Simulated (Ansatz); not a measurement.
## FH6NSiSn, SMILES [F][SnH2][NH][SiH3]: a rigid scan of one bond length

Computed with Ansatz 0.2.0, Python API.

The script, `scan_fh6nsisn.py`:
```python
"""Potential curve of FH6NSiSn along one bond."""

import ansatz as az
import numpy as np

BASIS_SET = "def2-SVP"
XC = "hf"


def main() -> None:
    geometry_ang = [
        ("F", (-1.7824, -0.6866, -1.5689)),
        ("Sn", (-0.7074, 0.8613, -1.0948)),
        ("N", (1.0002, 0.1729, -0.241)),
        ("Si", (0.6323, -0.7045, 1.2492)),
        ("H", (-0.3075, 1.7782, -2.547)),
        ("H", (-1.5539, 1.9016, 0.0442)),
        ("H", (1.4643, -0.5306, -0.8799)),
        ("H", (-0.315, -1.7976, 0.895)),
        ("H", (-0.1087, 0.221, 2.2267)),
        ("H", (1.7613, -1.267, 1.9194)),
    ]
    system = az.Crystal.molecule()
    for symbol, xyz in geometry_ang:
        system = system.atom(symbol, xyz)

    symbols = [site.symbol for site in system.cartesian_sites]
    start = np.array([site.position_ang for site in system.cartesian_sites])
    axis = (start[0] - start[1]) / np.linalg.norm(start[0] - start[1])
    moving = [0]
    lengths, energies = [1.71, 1.788, 1.866, 1.943, 2.021, 2.099, 2.176, 2.293], []
    for length in lengths:
        xyz = start.copy()
        xyz[moving] += (length - np.linalg.norm(start[0] - start[1])) * axis
        point = az.Crystal.molecule()
        for symbol, place in zip(symbols, xyz):
            point = point.atom(symbol, place.tolist())
        job = (
            point.calculation()
            .basis(gaussian=BASIS_SET)
            .functional(XC)
        )
        rep = job.run(threads=1, pin="off").report
        energies.append(rep["free_energy_ev"])
        print(f"r = {length:6.3f} A  E = {energies[-1]:.5f} eV  <S^2> = {abs(rep['mean_field']['state']['spin_squared']):.3f}")

    # quartic fit about the minimum
    fit = np.polynomial.Polynomial.fit(lengths, np.array(energies) - min(energies), 4).convert()
    roots = [r.real for r in fit.deriv().roots() if abs(r.imag) < 1e-9 and fit.deriv(2)(r.real) > 0]
    r_e = min(roots, key=lambda r: abs(r - lengths[int(np.argmin(energies))]))
    print(f"minimum of the fit at {r_e:.4f} A, force constant {fit.deriv(2)(r_e):.2f} eV/A^2")


if __name__ == "__main__":
    main()
```

Output of `python scan_fh6nsisn.py`:
```text
r =  1.710 A  E = -17943.87497 eV  <S^2> = 0.000
r =  1.788 A  E = -17944.44798 eV  <S^2> = 0.000
r =  1.866 A  E = -17944.70694 eV  <S^2> = 0.000
r =  1.943 A  E = -17944.74843 eV  <S^2> = 0.000
r =  2.021 A  E = -17944.64167 eV  <S^2> = 0.000
r =  2.099 A  E = -17944.43439 eV  <S^2> = 0.000
r =  2.176 A  E = -17944.16588 eV  <S^2> = 0.000
r =  2.293 A  E = -17943.68940 eV  <S^2> = 0.000
minimum of the fit at 1.9218 A, force constant 27.66 eV/A^2
```

Total energies depend on the basis set; only differences at equal settings carry meaning. The rest of the molecule is held rigid at a force-field or estimated start geometry, and the basis set is modest; single-reference methods fail as a bond breaks. def2 sets replace the cores of elements past krypton by effective core potentials. Hartree-Fock leaves correlation out, so bond, atomisation and ionisation energies come out well too low. The orbitals are restricted, so S² is zero by construction. It ran for 11 s on 1 thread of Arm Neoverse V2, with other jobs on the host, peak memory 0.26 GiB.
